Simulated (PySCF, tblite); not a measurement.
**C₄H₁₄O₂Si₃: geometry, infrared bands and NMR shifts**

What infrared bands and NMR shifts should C₄H₁₄O₂Si₃ (`OC[C@@H]1C[SiH2]O[Si@H]1C[SiH3]`) show?

Programs: tblite 0.8.0 and PySCF 2.14.0, with density-fitted response routines of our own. Each step states its level of theory. These are calculated values for one molecule in the gas phase, unless marked as measured. Atoms are numbered from 0 throughout.

### 1 The molecule as given

23 atoms, charge 0, multiplicity 1; geometry from: force field or distance geometry start.

Bonds of the start (Å): O0–C1 1.38, C1–C2 1.51, C2–C3 1.51, C3–Si4 1.88, Si4–O5 1.71, O5–Si6 1.74, Si6–C7 1.86, C7–Si8 1.86, Si6–C2 1.85, O0–H9 0.97, C1–H10 1.11, C1–H11 1.10, C2–H12 1.10, C3–H13 1.11, C3–H14 1.10, Si4–H15 1.47, Si4–H16 1.47, Si6–H17 1.47, C7–H18 1.11, C7–H19 1.10, Si8–H20 1.46, Si8–H21 1.45, Si8–H22 1.48.

### 2 Geometry optimisation with GFN2-xTB

What the job is given:

```
{"job": {"kind": "relax", "xc": "GFN2-xTB", "basis": "xTB"}, "charge": 0, "multiplicity": 1}
O     -1.879000     1.407800     1.052200
C     -1.373700     1.385200    -0.228200
C     -0.727400     0.042300    -0.476100
C     -1.786000    -1.030100    -0.346200
Si    -0.887900    -2.614200     0.129700
O      0.744100    -2.134800     0.327000
Si     0.510300    -0.474100     0.791200
C      2.098500     0.491700     0.736400
Si     2.385700     1.177400    -0.967800
H     -1.229800     1.591600     1.743300
H     -0.579200     2.150900    -0.314200
H     -2.152600     1.641300    -0.955700
H     -0.256400     0.021000    -1.469400
H     -2.437500    -0.748200     0.504000
H     -2.362300    -1.145100    -1.277300
H     -1.356900    -3.052300     1.456200
H     -1.059100    -3.654500    -0.888300
H     -0.037400    -0.424600     2.157800
H      2.024800     1.338800     1.443600
H      2.934000    -0.165700     1.031700
H      3.829700     1.279400    -1.180800
H      1.749600     0.389800    -2.010500
H      1.843700     2.553200    -0.975500
```

Run with:

```console
OMP_NUM_THREADS=1 python probes_run.py task.json out
```

One launch serves the whole session: the jobs run in the order shown.

**Question.** This job is followed by: GFN2-xTB harmonic vibrations, gas phase; GIAO PBE0/pcSseg-1 NMR shielding, non-relativistic, gas phase. Predict these results of the whole session: strongest single infrared mode (GFN2-xTB); zero-point energy (GFN2-xTB); 13C shifts against TMS (PBE0/pcSseg-1); 1H shifts against TMS (PBE0/pcSseg-1, means over atoms taken as alike); 17O shifts against H2O (PBE0/pcSseg-1); 29Si shifts against TMS (PBE0/pcSseg-1).

**Answer**, as computed:

```
                                                              quantity                                                                         value
                             strongest single infrared mode (GFN2-xTB)                                                         2276 cm⁻¹, 411 km/mol
                                          zero-point energy (GFN2-xTB)                                                                104.9 kcal/mol
                                13C shifts against TMS (PBE0/pcSseg-1)                                                    66.3, 32.2, 13.8, -6.5 ppm
1H shifts against TMS (PBE0/pcSseg-1, means over atoms taken as alike)  5.34, 5.24, 5.18, 4.20, 4.00, 3.88, 2.06, 1.52, 0.91, 0.37, -0.09, -0.37 ppm
                                17O shifts against H2O (PBE0/pcSseg-1)                                                                54.5, 34.3 ppm
                               29Si shifts against TMS (PBE0/pcSseg-1)                                                          4.7, -0.9, -78.6 ppm
```

Relaxing lowered the energy by 0.967 eV in 212 steps; the close pair that moved most is O5–Si6, from 1.740 to 1.636 Å. All 63 modes are real, so the xTB geometry is a minimum. The strongest single mode, at 2276 cm⁻¹, moves mainly H16 and H21. GFN2-xTB is a fitted tight-binding method: band positions and strengths are rough. Its intensities can rank the bands wrongly. The most deshielded carbon is C1 (sp3 CH2 bonded to O), at 66.3 ppm: deshielded by the electronegative neighbour.
